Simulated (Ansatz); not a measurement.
What does this script print? It uses Ansatz 0.2.0 through its Python package.

`caga2.xyz`
```text
3
Lattice="4.23885811 0.0 0.0 -2.11942906 3.67095881 0.0 0.0 0.0 4.41640909" Properties=species:S:1:pos:R:3 pbc="T T T"
Ca    0.00000000    0.00000000    0.00000000
Ga   -0.00000002    2.44730588    2.20820455
Ga    2.11942908    1.22365292    2.20820455
```

`caga2.py`:
```python
import ansatz as az
import numpy as np

crystal = az.Crystal.from_extxyz("caga2.xyz")

setup = (
    crystal.calculation()
    .kpoints(density=3.4)
    .functional("PBEsol")
    .occupations(az.OccupationsMethod.FERMI_DIRAC, width=0.1)
    .scf(extra_bands=12)
    .density_of_states(projected=True, energy_step=0.1)
)
def show(event):
    row = event["data"]
    if event["event"] == "scf_iter" and row.get("harris_foulkes_ev") is not None:
        print(f"  iteration {row['iter']:3d}  Harris-Foulkes {row['harris_foulkes_ev']:.5f} eV  residual {row['dr2_ev']:.2e}")


out = setup.session().plan().execute(on_event=show)
report = out.report

dos = out.density_of_states()
energy = np.asarray(dos.energies_ev) - dos.fermi_ev
curves = {}
for site in out.projected_density_of_states().sites:
    for shell in site.shells:
        weight = sum(np.sum(curve.g_bin_mean_per_ev, axis=0) for curve in shell.curves)
        name = f"{site.species} {shell.label}"
        curves[name] = curves.get(name, 0) + weight

step = energy[1] - energy[0]
windows = [(-10, -5), (-5, 0), (0, 6)]
print("states by shell in windows of E - E_F (eV):", windows)
for name, g in curves.items():
    print(f"{name:8s}", " ".join(f"{step * g[(energy >= a) & (energy < b)].sum():8.3f}" for a, b in windows))
filled = (energy < 0) & (energy > -10)
for name, g in curves.items():
    if g[filled].sum() * step > 0.5:
        print(f"centre of {name}: {np.average(energy[filled], weights=g[filled]):.2f} eV")
```

Running `python caga2.py` prints:
```text
DeckWarning: basis.ecutwfc = 420 eV, auto-derived from the records' recommended cutoffs: set by Ca (normal level)
  iteration   1  Harris-Foulkes -9281.66108 eV  residual 1.38e-02
  iteration   2  Harris-Foulkes -9281.65858 eV  residual 3.43e-03
  iteration   3  Harris-Foulkes -9281.65769 eV  residual 7.23e-04
  iteration   4  Harris-Foulkes -9281.65748 eV  residual 1.44e-04
  iteration   5  Harris-Foulkes -9281.65744 eV  residual 1.34e-05
  iteration   6  Harris-Foulkes -9281.65745 eV  residual 1.27e-06
  iteration   7  Harris-Foulkes -9281.65745 eV  residual 1.15e-07
  iteration   8  Harris-Foulkes -9281.65745 eV  residual 7.26e-09
states by shell in windows of E - E_F (eV): [(-10, -5), (-5, 0), (0, 6)]
Ca 3S       0.007    0.016    0.008
Ca 4S       0.115    0.142    0.895
Ca 3P       0.021    0.036    0.011
Ga 4S       1.664    0.600    1.116
Ga 4P       0.887    4.358    3.010
Ga 3D       0.021    0.021    0.023
centre of Ga 4S: -6.21 eV
centre of Ga 4P: -2.49 eV
```
(Warnings from the package without file and line.)

Reading the output:
- Total energies depend on the potentials; only differences at equal settings carry meaning. A total without «per atom» is that of the cell as typed.
- For a metal this k-point mesh is coarse: on a finer one energies can move by several to tens of meV an atom and pressures by half a GPa or more, differences at one mesh by less.
- The empty d shell of the heavier alkali and alkaline-earth atoms, which makes much of a conduction band, may have no channel.
- This cell is a computed structure, which may not be the phase found in nature.
- Curves are summed over the cell's atoms. Only shells that the potentials hold have channels, so projections don't add up to the total, least of all where a shell is missing (p of most metals); heights and places of peaks move with the mesh.
- The computed bands are complete only to about 7.6 eV above the Fermi level; beyond that the density of states is undercounted.
- A band centre counts only the states inside the window taken.
- By the engine's processor time: 2.3 s on 1 thread of Intel(R) Xeon(R) Processor @ 2.30GHz (shared host), peak memory 0.59 GiB.
